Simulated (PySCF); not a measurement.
# O4W ([WO4]2-): the cost of one run

Programs: PySCF 2.14.0, with routines of our own; each step states its level. All values are computed. Atoms count from 0.

4 further runs of the same task are left out: 4 for a known fault of the program.

## 1. The starting structure

5 atoms, charge -2, multiplicity 1; geometry from: GFN2-xTB.

## 2. Optimising the geometry at PBE0-D3(BJ)/def2-SVP

Job settings and geometry (Å):

```
{"job": {"xc": "PBE0", "basis": "def2-SVP", "d3": "d3bj", "grid": 1, "maxiter": 30, "shake": 0.03, "kind": "geom"}, "charge": -2, "multiplicity": 1}
W      0.061180    -0.077340     0.012670
O     -0.005780    -0.032260     1.797030
O      1.635900     0.004660    -0.637250
O     -0.757650     1.482830    -0.591630
O     -0.858800    -1.488370    -0.642950
```

On the command line:

```sh
$ OMP_NUM_THREADS=1 python heavy_run.py task.json out
```

One launch serves the whole session: the jobs run in the order shown.

**Question.** How long does this first job take on 1 thread of Arm Neoverse V1, shared host, and how much memory does it need?

About 28 s, with a peak of 0.34 GiB.
